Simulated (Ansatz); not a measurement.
The system is BiTe.

```
CELL_PARAMETERS angstrom
0.00000 3.23500 3.23500
3.23500 0.00000 3.23500
3.23500 3.23500 0.00000
ATOMIC_POSITIONS crystal
Bi 0.00000 0.00000 0.00000
Te 0.50000 0.50000 0.50000
```

- Program: Ansatz 0.2.0
- Task: relaxation of cell and atoms
- Functional: PBE
- Dispersion: D3(BJ)
- Potentials or basis: Ansatz PAW
- Cutoff: 420 eV (not typed: the program's choice for these potentials)
- k mesh: 7 × 7 × 7
- Occupations: fermi-dirac, width 0.05 eV
- Spin: no spin polarisation

At the start: volume 33.86 Å³/atom.

Problem. How do energy, volume and symmetry change on relaxing?

Solution. It ends after 4 steps and the volume is 32.99 Å³/atom (-2.6 %); space group Fm-3m (No. 225, to 0.05 Å).

Step by step:
| step | energy change (eV) | largest force (eV/Å) | volume (Å³) |
| --- | --- | --- | --- |
| 1 | 0.0000 | 0.0000 | 67.71 |
| 2 | -0.0061 | 0.0000 | 65.10 |
| 3 | -0.0077 | 0.0000 | 65.98 |
| 4 | -0.0074 | 0.0000 | 65.98 |

Final structure:
```
CELL_PARAMETERS angstrom
0.00000 3.20713 3.20713
3.20713 0.00000 3.20713
3.20713 3.20713 0.00000
ATOMIC_POSITIONS crystal
Bi 0.00000 0.00000 0.00000
Te 0.50000 0.50000 0.50000
```

Caveat: the plane-wave basis is chosen anew once the cell has moved, so the energies of steps on either side of that aren't comparable; pairwise dispersion overbinds metals, which lowers pressure and volume.
